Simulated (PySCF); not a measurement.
# C3H6BrFSi: the cost of one run

The runs use PySCF 2.14.0, with density-fitted response routines of our own; the level of theory stands in each step. All values are computed, except where a source is named. Atoms are numbered from 0 throughout.

### Step 1. The starting structure

12 atoms, charge 0, multiplicity 1; geometry from: GFN2-xTB. The atoms were then displaced at random by about 0.01 Å, so the start is not that level's minimum.

Bonds of the start (Å): F0–Si1 1.63, Si1–Br2 2.19, Si1–C3 1.84, C3–C4 1.54, C4–C5 1.50, C5–C3 1.52, Si1–H6 1.44, C3–H7 1.09, C4–H8 1.06, C4–H9 1.10, C5–H10 1.08, C5–H11 1.07.

### Step 2. Optimising the geometry at PBE0-D3(BJ)/def2-SVP

The job: settings as JSON, then the geometry in Å.

```
{"job": {"xc": "PBE0", "basis": "def2-SVP", "d3": "d3bj", "grid": 1, "shake": 0.01, "kind": "geom"}, "charge": 0, "multiplicity": 1}
F      1.798160    -2.256880    -0.220730
Si     1.298080    -0.892810     0.512890
Br     3.062430     0.412950     0.517080
C     -0.036040    -0.117060    -0.491840
C     -1.455060     0.008610     0.083150
C     -0.620640     1.235670    -0.112250
H      1.022120    -1.257020     1.882830
H     -0.017730    -0.322160    -1.558140
H     -2.295080    -0.144040    -0.543480
H     -1.626610    -0.331670     1.112980
H     -0.216550     1.724660     0.766990
H     -0.873390     1.911480    -0.899610
```

Started as:

```sh
$ OMP_NUM_THREADS=1 python probes_run.py task.json out
```

The driver reads the jobs from task.json and runs them one after another.

Q: Estimate the wall time and peak memory of this first job on 1 thread of Arm Neoverse V1, shared host.

About 2.2 min, with a peak of 0.52 GiB.
